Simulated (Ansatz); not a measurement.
# A workflow on PBr3 (phosphorus tribromide)

Wanted: a series of 16 runs (HF/STO-3G, UHF/STO-3G, HF/3-21G, UHF/3-21G, HF/6-31G*, B3LYP/6-31G*, PBE/def2-SVP, MP2/6-31G*) of Br3P. 

Program for the calculation: Ansatz 0.2.0.

## Step 1: The molecule

PBr3 has 4 atoms, charge 0, and is taken as a singlet. As SMILES, `BrP(Br)Br`. The shape is that of a PBE0-D4/def2-TZVP optimisation. The run starts from this shape.

Bond lengths: Br1–P2 2.223 Å, P2–Br3 2.223 Å, P2–Br4 2.223 Å. Angles: Br1–P2–Br3 101.3°, Br1–P2–Br4 101.3°, Br3–P2–Br4 101.3°.

## Step 2: A geometry optimisation at HF/STO-3G (run 1)

Contents of in.yaml:

```yaml
crystal:
  periodic: [false, false, false]
  atoms:
    - symbol: Br
      position_ang: [-0.187020, 0.461130, 1.938200]
    - symbol: P
      position_ang: [-0.627950, -0.405170, -0.060820]
    - symbol: Br
      position_ang: [1.282150, -1.446880, -0.516700]
    - symbol: Br
      position_ang: [-0.467180, 1.390910, -1.360660]
basis:
  gaussian: {orbitals: STO-3G}
hamiltonian: {xc: hf}
relax: {f_tol: 0.002}
output: {orbitals: {seedname: orbitals}}
```

Started as:

```bash
$ ansatz run in.yaml --threads 1 --pin off --max-ram 3480MiB --events-out events.jsonl --progress --plain --runs-dir runs
```

Log, shortened:

```text
Warning: RAYON_NUM_THREADS=1 ignored (pool sized by the plan → 1); use --threads N
[...]
Functional definition: HF
  name "HF"
[...]
659 factors; integrals over basis functions are off by at most 5.1e-6 eV
[...]
mean field -216901.56130005 eV, -7970.9853566180 hartree, gradient 7.6e-6 eV, S^2 0.000000; 0 other end points of the search recorded, 0 dependent functions left out
[...]
reference -216901.56130005 eV, -7970.9853566180 hartree; 60, 60 occupied and 3, 3 virtual orbitals, 659 factors
relax step   1: F+E_penalty+E_count = -216901.56130005 eV  Δ(F+E_penalty+E_count) = +0.000e0 eV  max|allowed force component| = 3.242e-1 eV/Å  Δτ_max = 0.0000 Å  (25 SCF iters, accepted)
[...]
relax step   4: F+E_penalty+E_count = -216901.56540863 eV  Δ(F+E_penalty+E_count) = -4.093e-5 eV  max|allowed force component| = 3.214e-3 eV/Å  Δτ_max = 0.0017 Å  (21 SCF iters, accepted)
[...]
relax step   5: F+E_penalty+E_count = -216901.56540976 eV  Δ(F+E_penalty+E_count) = -1.130e-6 eV  max|allowed force component| = 2.942e-5 eV/Å  Δτ_max = 0.0002 Å  (20 SCF iters, accepted)
659 factors; integrals over basis functions are off by at most 5.1e-6 eV
[...]
mean field -216901.56540976 eV, -7970.9855076472 hartree, gradient 9.5e-6 eV, S^2 0.000000; 1 other end points of the search recorded, 0 dependent functions left out
[...]
reference -216901.56540976 eV, -7970.9855076472 hartree; 60, 60 occupied and 3, 3 virtual orbitals, 659 factors
Total energy: -216901.56540976 eV, -7970.9855076472 hartree
Atom 0 at    -0.181088     0.463738     1.934665 Å, force    -0.000007    -0.000009    -0.000017 eV/Å
Atom 1 at    -0.643192    -0.415032    -0.062341 Å, force     0.000029     0.000019     0.000003 eV/Å
Atom 2 at     1.284957    -1.440263    -0.515060 Å, force    -0.000019     0.000007     0.000003 eV/Å
Atom 3 at    -0.460677     1.391547    -1.357243 Å, force    -0.000004    -0.000016     0.000010 eV/Å
Dipole moment:    -0.250125    -0.161397    -0.024245 e Å
```

It took 7.5 s on 1 thread of Arm Neoverse V2, shared host; peak memory 0.15 GiB.

Steps, from the record of the run:

```csv
step,energy from the first frame kept (eV),largest force (eV/Å)
1,0.0000,0.3879
2,-0.0005,0.2461
3,-0.0041,0.0212
4,-0.0041,0.0033
5,-0.0041,0.0000
```

After the run. Bond lengths: Br1–P2 2.230 Å, P2–Br3 2.230 Å, P2–Br4 2.230 Å. Angles: Br1–P2–Br3 100.6°, Br1–P2–Br4 100.6°, Br3–P2–Br4 100.6°.

## Step 3: Vibrational wavenumbers at HF/STO-3G (run 2)

Contents of run.yaml:

```yaml
basis:
  gaussian:
    orbitals: STO-3G
crystal:
  periodic: [false, false, false]
  atoms:
    - {symbol: Br, position_ang: [-0.181088, 0.463738, 1.934665]}
    - {symbol: P, position_ang: [-0.643192, -0.415032, -0.062341]}
    - {symbol: Br, position_ang: [1.284957, -1.440263, -0.515060]}
    - {symbol: Br, position_ang: [-0.460677, 1.391547, -1.357243]}
hamiltonian:
  xc: hf
phonons:
  temperatures:
    t_min: 298.15
    t_max: 298.15
    t_step: 1
```

Started as:

```bash
$ ansatz run run.yaml --threads 1 --pin off --max-ram 3480MiB --events-out events.jsonl --progress --plain --runs-dir runs
```

Log, shortened:

```text
Warning: RAYON_NUM_THREADS=1 ignored (pool sized by the plan → 1); use --threads N
Functional definition: HF
  name "HF"
[...]
656 factors; integrals over basis functions are off by at most 6.0e-6 eV
[...]
mean field -216901.56539204 eV, -7970.9855069958 hartree, gradient 7.6e-6 eV, S^2 0.000000; 0 other end points of the search recorded, 0 dependent functions left out
[...]
reference -216901.56539204 eV, -7970.9855069958 hartree; 60, 60 occupied and 3, 3 virtual orbitals, 656 factors
[...]
656 factors; integrals over basis functions are off by at most 6.0e-6 eV
mean field -216901.56538473 eV, -7970.9855067273 hartree, gradient 7.0e-6 eV, S^2 0.000000; 0 other end points of the search recorded, 0 dependent functions left out
[...]
reference -216901.56538473 eV, -7970.9855067273 hartree; 60, 60 occupied and 3, 3 virtual orbitals, 656 factors
[...]
656 factors; integrals over basis functions are off by at most 6.0e-6 eV
[...]
reference -216901.56538623 eV, -7970.9855067824 hartree; 60, 60 occupied and 3, 3 virtual orbitals, 656 factors
[...]
656 factors; integrals over basis functions are off by at most 6.0e-6 eV
mean field -216901.56538626 eV, -7970.9855067835 hartree, gradient 7.0e-6 eV, S^2 0.000000; 0 other end points of the search recorded, 0 dependent functions left out
[...]
reference -216901.56538626 eV, -7970.9855067835 hartree; 60, 60 occupied and 3, 3 virtual orbitals, 656 factors
Total energy: -216901.56539204 eV, -7970.9855069958 hartree
Atom 0 at    -0.181088     0.463738     1.934665 Å, force    -0.000002     0.000000     0.000008 eV/Å
Atom 1 at    -0.643192    -0.415032    -0.062341 Å, force     0.000003     0.000002     0.000000 eV/Å
Atom 2 at     1.284957    -1.440263    -0.515060 Å, force     0.000004    -0.000007    -0.000002 eV/Å
Atom 3 at    -0.460677     1.391547    -1.357243 Å, force    -0.000004     0.000005    -0.000007 eV/Å
Dipole moment:    -0.250126    -0.161398    -0.024245 e Å
Vibrations: 136.47 136.47 194.65 488.64 543.14 543.14 cm⁻¹, zero-point energy 0.126619 eV
```

Run time: 15 s. Hardware: 1 thread of Arm Neoverse V2, shared host; peak memory 0.15 GiB.

Runs 3 to 14 aren't shown in full; the table further down has their settings and results.

## Step 4: A geometry optimisation at MP2/6-31G(d) (Cartesian functions) (run 15)

Contents of input.yaml:

```yaml
crystal:
  periodic: [false, false, false]
  atoms:
    - {symbol: Br, position_ang: [-0.187020, 0.461130, 1.938200]}
    - {symbol: P, position_ang: [-0.627950, -0.405170, -0.060820]}
    - {symbol: Br, position_ang: [1.282150, -1.446880, -0.516700]}
    - {symbol: Br, position_ang: [-0.467180, 1.390910, -1.360660]}
basis:
  gaussian:
    orbitals: "6-31G*"
correlation:
  method: mp2
relax:
  f_tol: 0.002
output: {orbitals: {seedname: orbitals}}
```

Started as:

```bash
$ ansatz run input.yaml --threads 1 --pin off --max-ram 3480MiB --events-out events.jsonl --progress --plain --runs-dir runs
```

Log, shortened:

```text
Warning: RAYON_NUM_THREADS=1 ignored (pool sized by the plan → 1); use --threads N
[...]
Functional definition: HF
  name "HF"
[...]
1218 factors; integrals over basis functions are off by at most 1.9e-4 eV
[...]
mean field -219244.57930279 eV, -8057.0896800640 hartree, gradient 3.9e-6 eV, S^2 0.000000; 0 other end points of the search recorded, 0 dependent functions left out
32 core orbitals not correlated: weight in the atoms' cores, before any rotation towards them, 1.000 or more for the frozen orbitals, at most 0.000 for the correlated occupied ones
reference -219244.57930279 eV, -8057.0896800640 hartree; 28, 28 occupied and 64, 64 virtual orbitals, 1218 factors
second order -24.32878673 eV of doubles, -0.00000000 eV of singles
[...]
relax step   1: F+E_penalty+E_count = -219268.90808952 eV  Δ(F+E_penalty+E_count) = +0.000e0 eV  max|allowed force component| = 2.086e-1 eV/Å  Δτ_max = 0.0000 Å  (48 SCF iters, accepted)
[...]
mean field -219244.57795591 eV, -8057.0896305673 hartree, gradient 1.4e-6 eV, S^2 0.000000; 1 other end points of the search recorded, 0 dependent functions left out
32 core orbitals not correlated: weight in the atoms' cores, before any rotation towards them, 1.000 or more for the frozen orbitals, at most 0.000 for the correlated occupied ones
reference -219244.57795591 eV, -8057.0896305673 hartree; 28, 28 occupied and 64, 64 virtual orbitals, 1218 factors
second order -24.33468492 eV of doubles, -0.00000000 eV of singles
[...]
Total energy: -219268.91264083 eV, -8057.9839137434 hartree
Atom 0 at    -0.190025     0.463506     1.952412 Å, force     0.000217     0.000390     0.000856 eV/Å
Atom 1 at    -0.627698    -0.405033    -0.060837 Å, force    -0.001096    -0.000740    -0.000157 eV/Å
Atom 2 at     1.290001    -1.458646    -0.520671 Å, force     0.000790    -0.000403    -0.000176 eV/Å
Atom 3 at    -0.472278     1.400163    -1.370884 Å, force     0.000089     0.000753    -0.000523 eV/Å
Dipole moment:    -0.121761    -0.078565    -0.011797 e Å
Checks for a lower state left out: cluster_reference
```

Wall time 59 s (1 thread of Arm Neoverse V2, shared host); peak memory 0.39 GiB.

Steps, from the record of the run:

```csv
step,energy from the first frame kept (eV),largest force (eV/Å)
1,0.0000,0.2216
2,-0.0037,0.0904
3,-0.0045,0.0213
4,-0.0046,0.0013
```

After the run. Bond lengths: Br1–P2 2.236 Å, P2–Br3 2.236 Å, P2–Br4 2.236 Å. Angles: Br1–P2–Br3 101.6°, Br1–P2–Br4 101.6°, Br3–P2–Br4 101.6°.

## Step 5: The harmonic vibrations at MP2/6-31G(d) (Cartesian functions) (run 16)

Contents of run.yaml:

```yaml
crystal:
  periodic: [false, false, false]
  atoms:
    - symbol: Br
      position_ang: [-0.190025, 0.463506, 1.952412]
    - symbol: P
      position_ang: [-0.627698, -0.405033, -0.060837]
    - symbol: Br
      position_ang: [1.290001, -1.458646, -0.520671]
    - symbol: Br
      position_ang: [-0.472278, 1.400163, -1.370884]
basis:
  gaussian:
    orbitals: "6-31G*"
correlation:
  method: mp2
phonons:
  temperatures: {t_min: 298.15, t_max: 298.15, t_step: 1}
```

Started as:

```bash
$ ansatz run run.yaml --threads 1 --pin off --max-ram 3480MiB --events-out events.jsonl --progress --plain --runs-dir runs
```

Log, shortened:

```text
Warning: RAYON_NUM_THREADS=1 ignored (pool sized by the plan → 1); use --threads N
Functional definition: HF
  name "HF"
[...]
1219 factors; integrals over basis functions are off by at most 2.0e-4 eV
[...]
mean field -219244.57795830 eV, -8057.0896306551 hartree, gradient 4.1e-6 eV, S^2 0.000000; 0 other end points of the search recorded, 0 dependent functions left out
32 core orbitals not correlated: weight in the atoms' cores, before any rotation towards them, 1.000 or more for the frozen orbitals, at most 0.000 for the correlated occupied ones
reference -219244.57795830 eV, -8057.0896306551 hartree; 28, 28 occupied and 64, 64 virtual orbitals, 1219 factors
second order -24.33468499 eV of doubles, -0.00000000 eV of singles
[...]
1219 factors; integrals over basis functions are off by at most 2.0e-4 eV
[...]
32 core orbitals not correlated: weight in the atoms' cores, before any rotation towards them, 1.000 or more for the frozen orbitals, at most 0.000 for the correlated occupied ones
reference -219244.57786788 eV, -8057.0896273322 hartree; 28, 28 occupied and 64, 64 virtual orbitals, 1219 factors
second order -24.33476964 eV of doubles, -0.00000000 eV of singles
[...]
Total energy: -219268.91264329 eV, -8057.9839138339 hartree
Atom 0 at    -0.190025     0.463506     1.952412 Å, force     0.000218     0.000391     0.000862 eV/Å
Atom 1 at    -0.627698    -0.405033    -0.060837 Å, force    -0.001099    -0.000728    -0.000170 eV/Å
Atom 2 at     1.290001    -1.458646    -0.520671 Å, force     0.000794    -0.000406    -0.000175 eV/Å
Atom 3 at    -0.472278     1.400163    -1.370884 Å, force     0.000086     0.000743    -0.000516 eV/Å
Dipole moment:    -0.121761    -0.078566    -0.011796 e Å
Vibrations: 114.71 114.71 165.30 399.70 410.42 410.43 cm⁻¹, zero-point energy 0.100134 eV
Checks for a lower state left out: cluster_reference
```

It took 2.8 min on 1 thread of Arm Neoverse V2, shared host; peak memory 0.39 GiB.

## Step 6: Overview of the runs

```csv
run,level,task,walk f tol,partner,energy (Eh),dipole moment (D),wall time
1,HF/STO-3G,optimise,0.002,base,-7970.985508,1.43,7.5 s
2,HF/STO-3G,frequencies,–,base,-7970.985507,1.43,15 s
3,UHF/STO-3G,energy,–,cation,-7970.717250,–,4.5 s
4,UHF/STO-3G,optimise,–,cation,-7970.734686,–,20 s
5,HF/3-21G,optimise,0.002,base,-8019.176715,1.29,12 s
6,HF/3-21G,frequencies,–,base,-8019.176715,1.29,19 s
7,UHF/3-21G,energy,–,cation,-8018.813074,–,25 s
8,UHF/3-21G,optimise,–,cation,-8018.825493,–,53 s
9,HF/6-31G* (Cartesian functions),optimise,0.002,base,-8057.089712,0.72,32 s
10,HF/6-31G* (Cartesian functions),frequencies,–,base,-8057.089712,0.72,67 s
11,B3LYP/6-31G* (Cartesian functions),optimise,0.002,base,-8063.062717,0.71,38 s
12,B3LYP/6-31G* (Cartesian functions),frequencies,–,base,-8063.062717,0.71,83 s
13,PBE/def2-SVP,optimise,0.002,base,-8061.534788,0.44,14 s
14,PBE/def2-SVP,frequencies,–,base,-8061.534788,0.44,29 s
15,MP2/6-31G* (Cartesian functions),optimise,0.002,base,-8057.983914,0.70,59 s
16,MP2/6-31G* (Cartesian functions),frequencies,–,base,-8057.983914,0.70,2.8 min
```

## Step 7: Results

| quantity | value |
| --- | --- |
| run 16, MP2/6-31G*: total energy | -8057.98391 Eh |
| run 16, MP2/6-31G*: dipole moment (correlated density) | 0.70 D |
| run 16, MP2/6-31G*: correlation energy (32 core orbitals frozen) | -894.3 mEh |
| run 16, MP2/6-31G*: largest force on an atom | 0.001 eV/Å |
| run 16, MP2/6-31G*: lowest harmonic wavenumber | 115 cm⁻¹ |
| run 16, MP2/6-31G*: highest harmonic wavenumber | 410 cm⁻¹ |
| run 16, MP2/6-31G*: zero-point energy | 9.7 kJ/mol |
| vertical ionisation energy (to the doublet cation), HF/STO-3G | 7.300 eV |
| vertical ionisation energy (to the doublet cation), HF/3-21G | 9.895 eV |
| adiabatic ionisation energy (to the doublet cation, no zero-point term), HF/STO-3G | 6.825 eV |
| adiabatic ionisation energy (to the doublet cation, no zero-point term), HF/3-21G | 9.557 eV |

**Reading.** At HF/STO-3G: removing an electron at fixed nuclei costs 7.30 eV (704 kJ/mol). In a minimal basis such a difference can be off by several eV, whatever the method. At HF/3-21G: removing an electron at fixed nuclei costs 9.90 eV (228 kcal/mol). At HF/STO-3G: the adiabatic ionisation energy (to the doublet cation, no zero-point term) is 6.83 eV (157 kcal/mol). At HF/3-21G: the adiabatic ionisation energy (to the doublet cation, no zero-point term) is 9.56 eV (922 kJ/mol). Totals of different functionals can't be ranked against each other. In runs 1, 2, 3, 4 the basis is minimal, so the values are rough. Spin contamination of the reference: run 7 ⟨S²⟩ = 0.87. All runs together took 11 min, the longest 2.8 min.
